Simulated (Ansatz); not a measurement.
# MgPb₂N₂, space group P-3m1: a convergence test of the k-point mesh

Computed with Ansatz 0.2.0 through its Python package.

Contents of `mgpb2n2.vasp`:
```text
MgPb2N2
1.0
   3.39174421    0.00000000    0.00000000
  -1.69587211    2.93733665    0.00000000
   0.00000000    0.00000000    9.23496003
Mg Pb N
1 2 2
Direct
   0.00000000    0.00000000    0.00000000
   0.66666667    0.33333333    0.28655000
   0.33333333    0.66666667    0.71345000
   0.66666667    0.33333333    0.86182100
   0.33333333    0.66666667    0.13817900
```

The cells in order, each with its output:

```python
from dataclasses import dataclass

import ansatz as az
from ase.io import read
import matplotlib.pyplot as plt
```

```python
@dataclass(frozen=True)
class Settings:
    xc: str = "pbe"
```

```python
settings = Settings()
```

```python
atoms = read("mgpb2n2.vasp", format="vasp")
cell = az.Crystal.from_ase(atoms)

calculation = (
    cell.calculation()
    .basis(20 * az.Ry)
    .occupations(az.OccupationsMethod.FIXED)
    .functional(settings.xc)
    .forces()
    .stress()
)
```

```python
rows = []
for value in [1.0, 0.6, 0.4, 0.3]:
    r = calculation.kpoints(spacing=value).run().report
    rows.append((value, r["free_energy_ev"] / len(r["lattice"]["sites"]), r["n_iterations"], sum(r["stress_gpa"][i][i] for i in range(3)) / 3, max(abs(f) for row in r["forces_ev_ang"] for f in row), r["n_kpoints"]))
```

    DeckWarning: basis.ecutwfc = 272.11386245988 eV is below the records' recommended 420 eV, and the density's cutoff is lower with it unless basis.ecutrho_ratio is high enough to keep the records' density cutoff: compare with a run at a higher cutoff

```python
print("spacing (1/A)   F/atom (eV)    iterations       P (GPa)  max component (eV/A)      k-points")
for row in rows:
    print(f"{str(row[0]):>12s}  {row[1]:12.5f}  {row[2]:12d}  {row[3]:12.3f}  {row[4]:20.4f}  {row[5]:12d}")

# differences from the last row
for row in rows[:-1]:
    shift = 1000 * (row[1] - rows[-1][1])
    print(f"{row[0]}: {shift:+.2f} meV/atom" + ("  (within 5 meV)" if abs(shift) < 5 else ""))
plt.figure(figsize=(4.5, 3))
plt.plot([str(row[0]) for row in rows], [1000 * (row[1] - rows[-1][1]) for row in rows], "o-")
plt.xlabel("spacing (1/A)")
plt.ylabel("F - F(last) (meV/atom)")
plt.tight_layout()
plt.savefig("kconv.png", dpi=100)
```

    spacing (1/A)   F/atom (eV)    iterations       P (GPa)  max component (eV/A)      k-points
             1.0   -5300.41140             7         1.054                0.1719             3
             0.6   -5300.50009             7         0.461                0.0597             8
             0.4   -5300.52110             7         0.564                0.0787            14
             0.3   -5300.52405             7         0.688                0.0815            25
    1.0: +112.65 meV/atom
    0.6: +23.96 meV/atom
    0.4: +2.96 meV/atom  (within 5 meV)

From a spacing of 0.4 (6×6×2) on it stays within 5 meV an atom of the value at a spacing of 0.3 (8×8×3); the first row (a spacing of 1.0 (3×3×1)) is off by 112.6 meV and the last but one by 2.96 meV. That rests on few rows after larger swings, so the series isn't shown to be converged. The pressure moves from 1.05 to 0.69 GPa.

The cutoff lies under the one recommended for these potentials. Under the recommended cutoff a pressure can be off by several GPa, even in sign. Pressure is positive in compression. Spin-orbit coupling, which matters for elements this heavy, is left out. The structure comes from a database of computed cells and needn't be a stable or known phase. Warnings are shown shortened and without file and line. Shifts are counted from the finest mesh, which is itself no proven limit. Finished in 6.4 s on 1 thread of Intel(R) Xeon(R) Platinum 8488C (Sapphire Rapids), on a shared host, peak memory 0.5 GiB.
